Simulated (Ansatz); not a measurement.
# GaH4N: the cost of one run

Program: Ansatz 0.2.0. Level of theory: RKS PBE-D4/def2-SVP. These are calculated values, not measurements.

## 1. The structure to begin with

Bond lengths: Ga1–H2 1.770 Å, Ga1–N3 2.130 Å, N3–H4 1.060 Å, N3–H5 1.060 Å, Ga1–H6 1.570 Å. Angles: H2–Ga1–N3 42.8°, H2–Ga1–H6 156.5°, N3–Ga1–H6 160.7°, Ga1–N3–H4 112.9°, Ga1–N3–H5 111.7°, H4–N3–H5 120.0°.

Coordinates:

```xyz
6

Ga    0.0000    0.0000    0.0000
H     1.0535    0.0000    1.4223
N     2.0931    0.0000    0.3944
H     2.5598   -0.9179    0.1426
H     2.5445    0.9179    0.1162
H    -1.3596    0.0000   -0.7850
```

## 2. Pulling towards end A

Springs on the bonds that form and break draw the guess towards this end; the thresholds are loose.

Input file input.yaml:

```yaml
crystal:
  periodic: [false, false, false]
  atoms:
    - { symbol: Ga, position_ang: [0.0, 0.0, 0.0] }
    - { symbol: H, position_ang: [1.0535, 0.0, 1.4223] }
    - { symbol: "N", position_ang: [2.0931, 0.0, 0.3944] }
    - { symbol: H, position_ang: [2.5598, -0.9179, 0.1426] }
    - { symbol: H, position_ang: [2.5445, 0.9179, 0.1162] }
    - { symbol: H, position_ang: [-1.3596, 0.0, -0.785] }
basis:
  gaussian: { orbitals: def2-SVP }
hamiltonian:
  xc: pbe
  dispersion: d4
relax:
  f_tol: 0.15
  max_steps: 25
  restrain:
    - { distance: [1, 2], at: 2.26, k: 30.0 }
    - { distance: [0, 1], at: 1.57, k: 30.0 }
    - { distance: [0, 2], at: 1.93, k: 30.0 }
output:
  orbitals: {}
```

On the command line:

```bash
ansatz run input.yaml --threads 1 --pin off --max-ram 2048MiB --backend cpu --events-out ev --progress --plain --runs-dir out
```

What time and memory should one allow on 1 thread of Arm Neoverse V1, shared host?

About 21 s, with a peak of 0.11 GiB.
